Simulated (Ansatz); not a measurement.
# C₂H₆BFO: how energies converge with the basis set

One table from this session's results is given with a row withheld; the runs are named, their logs left out.

Computed with Ansatz 0.2.0, Gaussian basis. Level: one geometry, several basis sets.

Plan: PBE0-D4/def2-SVP; ωB97M-V/def2-SVP; PBE0-D4/def2-QZVPP; ωB97M-V/def2-QZVPP; the functionals' def2-TZVPP values are taken from earlier runs.

## Structure used throughout

All runs share one geometry, relaxed beforehand with PBE0-D4 in a triple-zeta def2 set.

SMILES `CCOBF`, 11 atoms, charge 0, spin multiplicity 1.

Atoms are counted from 1 here; the program's logs count them from 0.

Bond lengths: C1–C2 1.508 Å, C1–H6 1.092 Å, C1–H7 1.091 Å, C1–H8 1.092 Å, C2–O3 1.421 Å, C2–H9 1.093 Å, C2–H10 1.095 Å, O3–B4 1.338 Å, B4–F5 1.326 Å, B4–H11 1.199 Å. Angles: C2–C1–H6 110.1°, C2–C1–H7 110.6°, C2–C1–H8 110.9°, H6–C1–H7 108.5°, H6–C1–H8 108.3°, H7–C1–H8 108.4°, C1–C2–O3 110.3°, C1–C2–H9 110.7°, C1–C2–H10 110.9°, O3–C2–H9 107.0°, O3–C2–H10 109.9°, H9–C2–H10 107.9°, C2–O3–B4 121.8°, O3–B4–F5 117.7°, O3–B4–H11 123.1°, F5–B4–H11 119.2°.

Set-up of the first run:

File in.yaml:

```yaml
crystal:
  periodic: [false, false, false]
  atoms:
    - {symbol: C, position_ang: [-0.378007, -0.674473, 1.300822]}
    - {symbol: C, position_ang: [-0.314422, 0.510953, 0.370220]}
    - {symbol: O, position_ang: [0.862443, 0.452085, -0.423742]}
    - {symbol: B, position_ang: [0.811429, 0.255329, -1.746506]}
    - {symbol: F, position_ang: [1.959793, 0.191990, -2.405625]}
    - {symbol: H, position_ang: [-1.253474, -0.595767, 1.949586]}
    - {symbol: H, position_ang: [0.513991, -0.719474, 1.928209]}
    - {symbol: H, position_ang: [-0.450733, -1.607917, 0.738395]}
    - {symbol: H, position_ang: [-0.270423, 1.444856, 0.936472]}
    - {symbol: H, position_ang: [-1.198247, 0.549180, -0.275727]}
    - {symbol: H, position_ang: [-0.216950, 0.136238, -2.351403]}
basis:
  gaussian: {orbitals: def2-SVP}
hamiltonian: {xc: pbe0, dispersion: d4}
output: {orbitals: {seedname: orbitals}}
```

Among the steps run: PBE0-D4 in def2-SVP; ωB97M-V in def2-SVP; PBE0-D4 in def2-QZVPP; ωB97M-V in def2-QZVPP.

One table of the session follows, with a row left open; its other results are not shown here.

It belongs to the step «Functionals by basis». 

| functional | basis | HOMO (eV) | LUMO (eV) |
| --- | --- | --- | --- |
| PBE0-D4 | def2-SVP | -9.09 | 0.74 |
| PBE0-D4 | def2-TZVPP | ? | ? |
| PBE0-D4 | def2-QZVPP | -9.18 | 0.24 |
| ωB97M-V | def2-SVP | -11.47 | 2.82 |
| ωB97M-V | def2-TZVPP | -11.55 | 2.15 |
| ωB97M-V | def2-QZVPP | -11.57 | 1.67 |

Q: Estimate the row for PBE0-D4, def2-TZVPP from the others.

The run gave: HOMO (eV): -9.16; LUMO (eV): 0.39. In the column «HOMO (eV)» it lies between PBE0-D4, def2-QZVPP (-9.18) and PBE0-D4, def2-SVP (-9.09).
